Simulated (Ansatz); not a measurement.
What does this script print? It uses Ansatz 0.2.0, Python API.

`methods_ch5aln2si.py`:
```python
"""One geometry of CH5AlN2Si, method by method."""

from pathlib import Path

import ansatz as az
from ase import Atoms
import numpy as np


def main() -> None:
    atoms = Atoms(["N", "Al", "N", "C", "Si", "H", "H", "H", "H", "H"], positions=[
        (-1.1178, 1.6388, -1.6002),
        (-0.3373, 0.2748, -0.6235),
        (-0.1517, -1.621, -0.6812),
        (0.6882, -1.883, 0.3946),
        (0.8078, -0.1461, 1.0225),
        (-0.9963, 2.5822, -1.0817),
        (-2.1678, 1.5063, -1.5782),
        (1.0375, -2.8061, 0.7961),
        (0.12, 0.0743, 2.3659),
        (2.2004, 0.3286, 0.9887),
    ])
    system = az.Crystal.molecule_from_ase(atoms)

    model = system.calculation().basis(gaussian="def2-SVP")

    print("functional    E (Ha)        dipole (D)   HOMO (eV)  LUMO (eV)")
    for name in ["lc_wpbe", "b3lyp", "lda", "revpbe", "blyp", "cam_b3lyp"]:
        report = model.functional(name).forces().orbitals().run(threads=1, backend="cpu", runs_dir="runs").report
        lines = Path(report["orbitals_path"]).read_text().splitlines()
        field_of = lambda key: [line.split("=")[1].strip() for line in lines if line.startswith(key)]
        orbitals = [(27.211386 * float(e), s, float(n)) for e, s, n in zip(field_of("Ene="), field_of("Spin="), field_of("Occup="))]
        homo = max(e for e, _, n in orbitals if n > 0.5)
        lumo = min(e for e, _, n in orbitals if n < 0.5)
        dipole = 4.803205 * np.linalg.norm(report["charge_distribution"]["dipole_moment_e_ang"])
        print(f"{name:10s} {report['free_energy_ev'] / 27.211386246:14.6f} {dipole:9.3f} {homo:11.3f} {lumo:10.3f}")


if __name__ == "__main__":
    main()
```

Output of `python methods_ch5aln2si.py`:
```text
functional    E (Ha)        dipole (D)   HOMO (eV)  LUMO (eV)
lc_wpbe       -681.892434     2.469      -8.244      0.475
b3lyp         -682.214904     2.288      -5.323     -1.899
lda           -678.696828     2.355      -4.283     -2.904
revpbe        -682.023255     2.182      -4.159     -2.608
blyp          -682.120572     2.206      -4.043     -2.474
cam_b3lyp     -682.104606     2.394      -6.904     -0.582
```

Total energies depend on the basis set; only differences at equal settings carry meaning. The geometry is a force-field or estimated start, not a minimum of this method, and the basis set is short of its limit. A lower total doesn't mark the better method: functionals have no common bound, and MP2 and coupled cluster aren't variational. b3lyp holds the VWN-RPA fit, as in Gaussian; the form of ORCA and Turbomole is b3lyp5. Levels such as HOMO and LUMO are orbital energies: with these approximate functionals they aren't the ionisation energy and electron affinity, and their gap isn't the fundamental gap. The whole script took 43 s on 1 thread of Arm Neoverse N1, with other jobs on the host, peak memory 0.31 GiB.
